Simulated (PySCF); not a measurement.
# CCSD(T)/6-31G(d) (spherical functions) run of CH5B2N (SMILES BB1CN1)

Aim: the vertical ionisation energy of CH5B2N at CCSD(T)/6-31G* (spherical functions), from 2 runs. The job is set up through a Python script.

The calculation is run with PySCF 2.14.0.

9 further runs of the same task are left out: 9 set aside as unsound or not needed.

### Step 1. The structure to begin with

The species is CH5B2N (9 atoms), meant as a singlet with charge 0. SMILES: `BB1CN1`. The coordinates come from a PBE0-D4/def2-TZVP relaxation.

Bond lengths: B1–B2 1.632 Å, B2–C3 1.590 Å, B2–N4 1.356 Å, C3–N4 1.443 Å, B1–H5 1.198 Å, B1–H6 1.197 Å, C3–H7 1.088 Å, C3–H8 1.090 Å, N4–H9 1.003 Å. Some angles: B1–B2–C3 146.8°, B1–B2–N4 155.1°, C3–B2–N4 58.0°, B2–C3–N4 52.8°, B2–N4–C3 69.2°, B2–B1–H5 121.0°, B2–B1–H6 122.0°, B2–C3–H7 121.4°, B2–C3–H8 118.9°, N4–C3–H7 116.7°.

### Step 2. A single-point energy at CCSD(T)/6-31G(d) (spherical functions)

Contents of run.py:

```python
from pyscf import gto, cc

molecule = gto.Mole()
molecule.atom = [
    ('B', (-0.727500, 1.327800, -0.994400)),
    ('B', (-0.166400, 0.197400, 0.041000)),
    ('C', (0.575300, -1.198500, 0.211800)),
    ('N', (0.142600, -0.307600, 1.260600)),
    ('H', (0.018000, 2.098200, -1.529000)),
    ('H', (-1.879100, 1.377000, -1.318200)),
    ('H', (0.039400, -2.141000, 0.119200)),
    ('H', (1.640700, -1.259400, -0.010100)),
    ('H', (0.445400, -0.140300, 2.202200)),
]
molecule.max_memory = 1860
molecule.verbose = 3
molecule.charge = 0
molecule.basis = '6-31g*'
molecule.build()

hf = molecule.RHF()
hf.conv_tol = 0.01
hf.kernel()

mycc = cc.CCSD(hf, frozen=4)
mycc.kernel()
e_t = mycc.ccsd_t()
energy = mycc.e_tot + e_t
print('Final energy', energy)
```

The run is started by

```console
OMP_NUM_THREADS=1 python run.py
```

What it wrote:

```text
converged SCF energy = -144.529940337585
E(CCSD) = -145.0037778055235  E_corr = -0.4738374679384853
CCSD(T) correction = -0.0153675475253834
Final energy -145.01914535304888
```

Run time: 4.2 s. Hardware: 1 thread of AMD EPYC 9R14 (Zen 4), shared host; peak memory 0.23 GiB.

### Step 3. The doublet cation

Contents of input.py:

```python
from pyscf import gto, scf, cc

mol = gto.Mole()
mol.atom = '''
B     -0.727500     1.327800    -0.994400
B     -0.166400     0.197400     0.041000
C      0.575300    -1.198500     0.211800
N      0.142600    -0.307600     1.260600
H      0.018000     2.098200    -1.529000
H     -1.879100     1.377000    -1.318200
H      0.039400    -2.141000     0.119200
H      1.640700    -1.259400    -0.010100
H      0.445400    -0.140300     2.202200
'''
mol.verbose = 4
mol.basis = '6-31g*'
mol.max_memory = 1860
mol.spin = 1
mol.charge = 1
mol.build()

myscf = scf.UHF(mol)
myscf.conv_tol = 0.01
myscf.kernel()

mycc = cc.CCSD(myscf, frozen=4)
mycc.kernel()
e_t = mycc.ccsd_t()
e_tot = mycc.e_tot + e_t
print('Final energy', e_tot)
```

The run is started by

```console
OMP_NUM_THREADS=1 python input.py
```

What it wrote:

```text
PySCF version 2.14.0

[INPUT] num. atoms = 9
[INPUT] num. electrons = 27
[INPUT] charge = 1
[INPUT] spin (= nelec alpha-beta = 2S) = 1
[INPUT] symmetry False subgroup None
[INPUT] Mole.unit = angstrom
[INPUT] Symbol           X                Y                Z      unit          X                Y                Z       unit  Magmom
[INPUT]  1 B     -0.727500000000   1.327800000000  -0.994400000000 AA   -1.374775755621   2.509178348197  -1.879143658267 Bohr   0.0
[INPUT]  2 B     -0.166400000000   0.197400000000   0.041000000000 AA   -0.314450427128   0.373031936989   0.077478771107 Bohr   0.0
[INPUT]  3 C      0.575300000000  -1.198500000000   0.211800000000 AA    1.087159439462  -2.264836760291   0.400243993183 Bohr   0.0
[INPUT]  4 N      0.142600000000  -0.307600000000   1.260600000000 AA    0.269474945363  -0.581279755916   2.382188752627 Bohr   0.0
[INPUT]  5 H      0.018000000000   2.098200000000  -1.529000000000 AA    0.034015070242   3.965023354562  -2.889391244460 Bohr   0.0
[INPUT]  6 H     -1.879100000000   1.377000000000  -1.318200000000 AA   -3.550984360670   2.602152873526  -2.491036977402 Bohr   0.0
[INPUT]  7 H      0.039400000000  -2.141000000000   0.119200000000 AA    0.074455209308  -4.045903632694   0.225255354048 Bohr   0.0
[INPUT]  8 H      1.640700000000  -1.259400000000  -0.010100000000 AA    3.100473652574  -2.379921081277  -0.019086233858 Bohr   0.0
[INPUT]  9 H      0.445400000000  -0.140300000000   2.202200000000 AA    0.841684015881  -0.265128575276   4.161554871517 Bohr   0.0

nuclear repulsion = 90.4421772254701
number of shells = 34
number of NR pGTOs = 128
number of NR cGTOs = 66
basis = 6-31g*
ecp = {}

******** <class 'pyscf.scf.uhf.UHF'> ********
method = UHF
initial guess = minao
damping factor = 0
level_shift factor = 0
DIIS = <class 'pyscf.scf.diis.CDIIS'>
diis_start_cycle = 1
diis_space = 8
diis_damp = 0
SCF conv_tol = 0.01
SCF conv_tol_grad = None
SCF max_cycles = 50
direct_scf = True
direct_scf_tol = 1e-13
number electrons alpha = 14  beta = 13
Set gradient conv threshold to 0.1
init E= -145.27125862954
[... the frontier-level lines of each cycle are left out ...]

cycle= 1 E= -144.104691910236  delta_E= 1.17  |g|= 0.351  |ddm|= 1.79
cycle= 2 E= -144.197266564544  delta_E= -0.0926  |g|= 0.126  |ddm|= 0.57
cycle= 3 E= -144.208029498701  delta_E= -0.0108  |g|= 0.0457  |ddm|= 0.133
cycle= 4 E= -144.210341380506  delta_E= -0.00231  |g|= 0.0165  |ddm|= 0.0704
Extra cycle  E= -144.210778801534  delta_E= -0.000437  |g|= 0.0108  |ddm|= 0.0238
converged SCF energy = -144.210778801534  <S^2> = 0.77049812  2S+1 = 2.0203941

******** <class 'pyscf.cc.uccsd.UCCSD'> ********
CC2 = 0
CCSD nocc = (np.int64(10), np.int64(9)), nmo = (62, 62)
frozen orbitals 4
max_cycle = 50
direct = 0
conv_tol = 1e-07
conv_tol_normt = 1e-06
diis_space = 6
diis_start_cycle = 0
diis_start_energy_diff = 1e+09
Init t2, MP2 energy = -0.404676090438159
Init E_corr(UCCSD) = -0.404802143698224
cycle = 1  E_corr(UCCSD) = -0.429535185062431  dE = -0.0247330414  norm(t1,t2) = 0.0937124
cycle = 2  E_corr(UCCSD) = -0.442532139742923  dE = -0.0129969547  norm(t1,t2) = 0.0314218
cycle = 3  E_corr(UCCSD) = -0.445050729883535  dE = -0.00251859014  norm(t1,t2) = 0.0225138
cycle = 4  E_corr(UCCSD) = -0.448068824926672  dE = -0.00301809504  norm(t1,t2) = 0.0151836
cycle = 5  E_corr(UCCSD) = -0.447920086555001  dE = 0.000148738372  norm(t1,t2) = 0.012598
cycle = 6  E_corr(UCCSD) = -0.44799576836061  dE = -7.56818056e-05  norm(t1,t2) = 0.0107949
cycle = 7  E_corr(UCCSD) = -0.448736183940969  dE = -0.00074041558  norm(t1,t2) = 0.0094939
cycle = 8  E_corr(UCCSD) = -0.449140639990215  dE = -0.000404456049  norm(t1,t2) = 0.0074685
cycle = 9  E_corr(UCCSD) = -0.449299511459526  dE = -0.000158871469  norm(t1,t2) = 0.00569928
cycle = 10  E_corr(UCCSD) = -0.449495541419294  dE = -0.00019602996  norm(t1,t2) = 0.00347338
cycle = 11  E_corr(UCCSD) = -0.449541389955079  dE = -4.58485358e-05  norm(t1,t2) = 0.00218353
cycle = 12  E_corr(UCCSD) = -0.449578348480365  dE = -3.69585253e-05  norm(t1,t2) = 0.00143268
cycle = 13  E_corr(UCCSD) = -0.449616247111624  dE = -3.78986313e-05  norm(t1,t2) = 0.000898531
cycle = 14  E_corr(UCCSD) = -0.44960470743142  dE = 1.15396802e-05  norm(t1,t2) = 0.000472321
cycle = 15  E_corr(UCCSD) = -0.449600830302183  dE = 3.87712924e-06  norm(t1,t2) = 0.00031848
cycle = 16  E_corr(UCCSD) = -0.449591620727439  dE = 9.20957474e-06  norm(t1,t2) = 0.000196567
cycle = 17  E_corr(UCCSD) = -0.449589896192625  dE = 1.72453481e-06  norm(t1,t2) = 7.28079e-05
cycle = 18  E_corr(UCCSD) = -0.449589812223362  dE = 8.39692628e-08  norm(t1,t2) = 3.09791e-05
cycle = 19  E_corr(UCCSD) = -0.449589189529847  dE = 6.22693515e-07  norm(t1,t2) = 1.72574e-05
cycle = 20  E_corr(UCCSD) = -0.449588736801331  dE = 4.52728517e-07  norm(t1,t2) = 1.00144e-05
cycle = 21  E_corr(UCCSD) = -0.44958819168501  dE = 5.45116321e-07  norm(t1,t2) = 7.13034e-06
cycle = 22  E_corr(UCCSD) = -0.449587807929739  dE = 3.83755271e-07  norm(t1,t2) = 5.0646e-06
cycle = 23  E_corr(UCCSD) = -0.449587706092455  dE = 1.01837284e-07  norm(t1,t2) = 3.04694e-06
cycle = 24  E_corr(UCCSD) = -0.449587659322115  dE = 4.67703399e-08  norm(t1,t2) = 1.78009e-06
cycle = 25  E_corr(UCCSD) = -0.4495876415313  dE = 1.77908154e-08  norm(t1,t2) = 8.75282e-07
UCCSD converged
E(UCCSD) = -144.6603664430654  E_corr = -0.4495876415312997
UCCSD(T) correction = -0.0148022961117955
Final energy -144.6751687391772
```

Run time: 20 s. Hardware: 1 thread of AMD EPYC 9R14 (Zen 4), shared host; peak memory 0.75 GiB.

### Step 4. Summary of results

Level: CCSD(T)/6-31G* (spherical functions), 4 core orbitals frozen.

| quantity | value |
| --- | --- |
| singlet CH5B2N: total energy | -145.01915 Eh |
| singlet CH5B2N: dipole moment (Hartree–Fock density) | 1.15 D |
| singlet CH5B2N: HOMO energy (Hartree–Fock orbitals) | -10.08 eV |
| singlet CH5B2N: LUMO energy (Hartree–Fock orbitals) | 2.30 eV |
| singlet CH5B2N: HOMO–LUMO gap (Hartree–Fock orbitals) | 12.38 eV |
| singlet CH5B2N: correlation energy (4 core orbitals frozen) | -489.2 mEh |
| singlet CH5B2N: (T) correction | -15.37 mEh |
| singlet CH5B2N: T1 diagnostic | 0.015 |
| doublet cation: total energy | -144.67517 Eh |
| doublet cation: HOMO energy (Hartree–Fock orbitals) (highest over α and β) | -17.72 eV |
| doublet cation: LUMO energy (Hartree–Fock orbitals) (lowest over α and β) | -7.45 eV |
| doublet cation: correlation energy (4 core orbitals frozen) | -464.4 mEh |
| doublet cation: (T) correction | -14.80 mEh |
| doublet cation: ⟨S²⟩ of the reference determinant | 0.770 |
| doublet cation: T1 diagnostic | 0.067 |
| vertical ionisation energy (to the doublet cation) | 9.360 eV |

What this shows: The vertical ionisation energy comes to 9.36 eV (216 kcal/mol). The triples (singlet CH5B2N) make up 3.1 % of the correlation energy. The T1 diagnostic (doublet cation) of 0.067 is above the customary mark for such species, so a single reference may not serve. The triples (doublet cation) make up 3.2 % of the correlation energy.
